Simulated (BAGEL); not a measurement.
# B3LYP/6-31G(d) (density fitting with qzvpp-jkfit, spherical functions) run of GeBrCl (SMILES [Cl][Ge][Br])

Aim: the energy change on altering one bond length of GeBrCl at B3LYP/6-31G* (density fitting with qzvpp-jkfit, spherical functions), from 2 runs. 

The calculation is run with BAGEL 1.2.2.

### 1 The molecule

GeBrCl: 3 atoms, total charge 0, spin state singlet. SMILES: `[Cl][Ge][Br]`. The coordinates come from a PBE0-D4/def2-TZVP relaxation.

Bond lengths: Cl1–Ge2 2.181 Å, Ge2–Br3 2.342 Å. Angles: Cl1–Ge2–Br3 100.5°.

### 2 The energy at B3LYP/6-31G(d) (density fitting with qzvpp-jkfit, spherical functions)

Input file job.json:

```json
{ "bagel" : [

{
  "title" : "molecule",
  "basis" : "6-31gs.json",
  "df_basis" : "qzvpp-jkfit",
  "angstrom" : true,
  "geometry" : [
    { "atom" : "Cl", "xyz" : [    0.416900,    1.650900,    0.399000 ] },
    { "atom" : "Ge", "xyz" : [   -0.850800,    0.093400,   -0.452200 ] },
    { "atom" : "Br", "xyz" : [    0.423000,   -1.809000,    0.040000 ] }
  ]
},
{ "title" : "ks", "xc_func" : "b3lyp" },
{ "title" : "print", "file" : "orbitals.molden", "orbitals" : true }

]}
```

The basis set 6-31G* is read from a file made from the Basis Set Exchange's data (not shown).

The run is started by

```
BAGEL_NUM_THREADS=1 BAGEL job.json > job.out
```

What it wrote:

```text
* using 1 threads per process

  ===============================================================
  ===============================================================

  *** Geometry ***

  { "atom" : "Cl", "xyz" : [      0.787827,      3.119749,      0.754001 ] },
  { "atom" : "Ge", "xyz" : [     -1.607779,      0.176500,     -0.854534 ] },
  { "atom" : "Br", "xyz" : [      0.799354,     -3.418515,      0.075589 ] },

  Number of auxiliary basis functions:      660

  Since a DF basis is specified, we compute 2- and 3-index integrals:
    o Being stored without compression. Storage requirement is 0.036 GB

  Number of basis functions:       82
  Number of electrons      :       84

    * METHOD: MOLECULE                             0.55

  *** Kohn-Sham DFT ***

    * Removing 4121 points whose weight is below 1.00e-10
    * Grid points: 40597

  === Nuclear Repulsion ===
   475.5870900457

       - DIIS with orbital gradients will be used.

  === KS iteration (b3lyp / 6-31gs.json) ===
      0      -4986.74036517          0.17038615           0.39
      1      -4662.44963900          0.42287995           0.36
      2      -4787.89421095          0.18781619           0.36
      3      -4730.59914382          0.17360935           0.36
      4      -4964.23283388          0.24632201           0.35
      5      -5090.43574540          0.17050631           0.35
      6      -5092.42431072          0.17442526           0.34
      7      -5106.98707227          0.10302037           0.34
      8      -5064.69548356          0.16203456           0.36
      9      -4990.45679446          0.50920314           0.35
     10      -5102.97679176          0.10028797           0.34
     11      -5106.66154062          0.06162911           0.34
     12      -5110.61516625          0.01380345           0.34
     13      -5109.16995968          0.04101796           0.35
     14      -5110.85713610          0.00813814           0.36
     15      -5110.91049755          0.00303721           0.35
     16      -5110.92231449          0.00121485           0.34
     17      -5110.92333813          0.00036235           0.35
     18      -5110.92344609          0.00007273           0.36
     19      -5110.92345054          0.00001207           0.36
     20      -5110.92345060          0.00000327           0.36
     21      -5110.92345061          0.00000157           0.36
     22      -5110.92345061          0.00000097           0.35
     23      -5110.92345061          0.00000015           0.34
     24      -5110.92345061          0.00000004           0.34
     25      -5110.92345061          0.00000001           0.34
     26      -5110.92345061          0.00000001           0.34
    * SCF iteration converged.

    * Permanent dipole moment:
           (    0.697022,    -0.051563,     0.372942) a.u.

    * METHOD: KS                                   9.67

    * METHOD: PRINT                                0.02

  ===============================================================
```

Wall time 11 s (1 thread of Arm Neoverse V1, shared host); peak memory 0.27 GiB.

### 3 The distorted shape, same level

Input file input.json:

```json
{ "bagel": [

{
  "title": "molecule",
  "basis": "6-31gs.json",
  "df_basis": "qzvpp-jkfit",
  "angstrom": true,
  "geometry": [
    { "atom": "Cl", "xyz": [       0.034771,       2.221604,       0.251344 ] },
    { "atom": "Ge", "xyz": [      -1.232929,       0.664104,      -0.599856 ] },
    { "atom": "Br", "xyz": [       0.423000,      -1.809000,       0.040000 ] }
  ]
},

{
  "title": "ks",
  "xc_func": "b3lyp"
},

{
  "title": "print",
  "file": "orbitals.molden",
  "orbitals": true
}

]}
```

The basis set 6-31G* is read from a file made from the Basis Set Exchange's data (not shown).

The run is started by

```
BAGEL_NUM_THREADS=1 BAGEL input.json > input.out
```

What it wrote:

```text
* using 1 threads per process

  ===============================================================
  ===============================================================

  *** Geometry ***

  { "atom" : "Cl", "xyz" : [      0.065708,      4.198223,      0.474971 ] },
  { "atom" : "Ge", "xyz" : [     -2.329898,      1.254975,     -1.133564 ] },
  { "atom" : "Br", "xyz" : [      0.799354,     -3.418515,      0.075589 ] },

  Number of auxiliary basis functions:      660

  Since a DF basis is specified, we compute 2- and 3-index integrals:
    o Being stored without compression. Storage requirement is 0.036 GB

  Number of basis functions:       82
  Number of electrons      :       84

    * METHOD: MOLECULE                             0.52

  *** Kohn-Sham DFT ***

    * Removing 3651 points whose weight is below 1.00e-10
    * Grid points: 41067

  === Nuclear Repulsion ===
   404.3185422294

       - DIIS with orbital gradients will be used.

  === KS iteration (b3lyp / 6-31gs.json) ===
      0      -4984.70845618          0.16336113           0.38
      1      -4683.63558252          0.58018403           0.37
      2      -4806.56817149          0.17838775           0.37
      3      -4633.40516038          0.25661154           0.37
      4      -5060.32010254          0.18822223           0.36
      5      -5108.77681730          0.03195184           0.37
      6      -5106.95090538          0.06011596           0.36
      7      -5110.63844464          0.01551097           0.36
      8      -5105.04764211          0.05342899           0.36
      9      -5110.83494862          0.00535773           0.36
     10      -5110.87746846          0.00274878           0.35
     11      -5110.87972817          0.00195288           0.34
     12      -5110.88449329          0.00062509           0.36
     13      -5110.88466687          0.00048177           0.35
     14      -5110.88500619          0.00004233           0.35
     15      -5110.88500809          0.00001560           0.36
     16      -5110.88500834          0.00000410           0.35
     17      -5110.88500835          0.00000197           0.34
     18      -5110.88500836          0.00000043           0.35
     19      -5110.88500836          0.00000017           0.35
     20      -5110.88500836          0.00000007           0.35
     21      -5110.88500836          0.00000003           0.34
     22      -5110.88500836          0.00000002           0.34
     23      -5110.88500836          0.00000001           0.35
    * SCF iteration converged.

    * Permanent dipole moment:
           (    1.421092,    -1.417249,     0.622954) a.u.

    * METHOD: KS                                   8.71

    * METHOD: PRINT                                0.02

  ===============================================================
```

Run time: 9.6 s. Hardware: 1 thread of Arm Neoverse V1, shared host; peak memory 0.27 GiB.

### 4 Results

At B3LYP/6-31G* (density fitting with qzvpp-jkfit, spherical functions):

| quantity | value |
| --- | --- |
| first shape: total energy | -5110.92345 Eh |
| first shape: dipole moment | 2.01 D |
| first shape: HOMO energy | -7.75 eV |
| first shape: LUMO energy | -3.39 eV |
| first shape: HOMO–LUMO gap | 4.36 eV |
| distorted shape: total energy | -5110.88501 Eh |
| distorted shape: dipole moment | 5.34 D |
| distorted shape: HOMO energy | -6.97 eV |
| distorted shape: LUMO energy | -4.31 eV |
| distorted shape: HOMO–LUMO gap | 2.66 eV |
| energy change with the Ge2–Br3 bond stretched from 2.342 to 3.044 Å | 1.046 eV |

What this shows: With the Ge2–Br3 bond stretched from 2.342 to 3.044 Å the energy rises by 1.05 eV (101 kJ/mol). The first shape isn't relaxed at this level, so the change isn't measured from a minimum.
